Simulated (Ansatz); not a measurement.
# C₃H₉AlO₂: taking an electron away

Aim: the vertical ionisation energy of C₃H₉AlO₂, as cation minus neutral at the neutral's geometry, on several levels, and how well −ε(HOMO) stands in for it.

Program: Ansatz 0.2.0, Gaussian basis. Level of theory: unrestricted cation, the program's frozen cores in correlated methods. These are calculated values, not measurements.

The runs, in order: UKS PBE-D4/def2-TZVPP; UKS r2SCAN-D4/def2-TZVPP; UKS PBE0-D4/def2-TZVPP; UKS B3LYP-D4/def2-TZVPP; UKS wB97X-V/def2-TZVPP; UKS wB97M-V/def2-TZVPP; UKS B2PLYP/def2-TZVPP; UHF-CCSD(T)/def2-TZVPP; UHF-MP2/def2-QZVPP; extrapolation to the limit; then −ε(HOMO) from the neutral's earlier runs with LDA (SPW92), PBE-D4, revPBE-D4, BLYP-D4, r2SCAN-D4, B97M-V, PBE0-D4, B3LYP-D4, r2SCANh-D4, r2SCAN0-D4, HSE06-D4, BHLYP-D4, CAM-B3LYP-D4, LC-ωPBE, ωB97X-V, ωB97M-V.

### 1 Structure used throughout

All runs share one geometry, relaxed beforehand with PBE0-D4 in a triple-zeta def2 set.

15 atoms, charge 0, spin multiplicity 1.

Atoms are counted from 1 here; the program's logs count them from 0.

Bond lengths: C1–C2 1.530 Å, C1–H7 1.094 Å, C1–H8 1.094 Å, C1–H9 1.097 Å, C2–C3 1.531 Å, C2–Al4 1.955 Å, C2–H10 1.097 Å, C3–H11 1.094 Å, C3–H12 1.097 Å, C3–H13 1.094 Å, Al4–O5 1.699 Å, Al4–O6 1.699 Å, O5–H14 0.955 Å, O6–H15 0.954 Å. Angles: C2–C1–H7 111.5°, C2–C1–H8 112.5°, C2–C1–H9 110.9°, H7–C1–H8 107.3°, H7–C1–H9 107.2°, H8–C1–H9 107.2°, C1–C2–C3 110.4°, C1–C2–Al4 112.0°, C1–C2–H10 108.4°, C3–C2–Al4 111.2°, C3–C2–H10 108.1°, Al4–C2–H10 106.5°, C2–C3–H11 111.5°, C2–C3–H12 110.9°, C2–C3–H13 112.5°, H11–C3–H12 106.9°, H11–C3–H13 107.5°, H12–C3–H13 107.2° and more.

### 2 Cation, UKS PBE-D4/def2-TZVPP

Input file in.yaml:

```yaml
crystal:
  periodic: [false, false, false]
  atoms:
    - {symbol: C, position_ang: [-0.769179, -0.406138, 1.527328]}
    - {symbol: C, position_ang: [-0.033358, -0.681634, 0.214985]}
    - {symbol: C, position_ang: [1.472746, -0.804487, 0.463174]}
    - {symbol: Al, position_ang: [-0.419675, 0.673111, -1.140312]}
    - {symbol: O, position_ang: [-0.945800, 0.194234, -2.682652]}
    - {symbol: O, position_ang: [-0.192516, 2.302216, -0.715840]}
    - {symbol: H, position_ang: [-0.487682, 0.563627, 1.948254]}
    - {symbol: H, position_ang: [-1.856299, -0.405513, 1.405335]}
    - {symbol: H, position_ang: [-0.527044, -1.167732, 2.278960]}
    - {symbol: H, position_ang: [-0.390438, -1.637054, -0.189369]}
    - {symbol: H, position_ang: [1.896272, 0.133941, 0.834432]}
    - {symbol: H, position_ang: [1.682840, -1.571289, 1.219088]}
    - {symbol: H, position_ang: [2.025168, -1.080902, -0.439835]}
    - {symbol: H, position_ang: [-1.144289, 0.782714, -3.407765]}
    - {symbol: H, position_ang: [-0.332546, 3.054406, -1.286382]}
basis:
  gaussian: {orbitals: def2-TZVPP}
total_charge: 1
magnetization: {spin_polarized: true, initial_magnetization: 1}
hamiltonian: {xc: pbe, dispersion: d4}
```

On the command line:

```console
$ ansatz run in.yaml --threads 2 --pin off --events-out ev --progress --plain --max-ram 32768MiB --backend cuda --devices 0, --max-vram 18GiB
```

Further steps of the session: Cation, UKS r2SCAN-D4/def2-TZVPP; Cation, UKS PBE0-D4/def2-TZVPP; Cation, UKS B3LYP-D4/def2-TZVPP; Cation, UKS wB97X-V/def2-TZVPP; Cation, UKS wB97M-V/def2-TZVPP; Cation, UKS B2PLYP (frozen core)/def2-TZVPP; Cation, UHF-CCSD(T)/def2-TZVPP; Cation, UHF-MP2/def2-QZVPP.

**Question.** What will the summary of the whole plan be? Wanted: ionisation energy, CCSD(T)/CBS; nearest functional by difference; nearest −ε(HOMO); −ε(HOMO) of PBE; T1 of the cation.

As calculated:

| quantity | value |
| --- | --- |
| ionisation energy, CCSD(T)/CBS | 9.81 eV |
| nearest functional by difference | ωB97M-V (-0.19 eV) |
| nearest −ε(HOMO) | ωB97X-V (-0.05 eV) |
| −ε(HOMO) of PBE | 6.17 eV |
| T1 of the cation | 0.017 |

What this shows: By cation minus neutral, the functionals miss by 0.57 eV at most. The PBE orbital energy is 3.6 eV too small: a semilocal HOMO is no ionisation energy. Among orbital estimates ωB97X-V comes nearest. Hartree-Fock falls 1.12 eV short, as the neutral has more correlation energy than the cation.
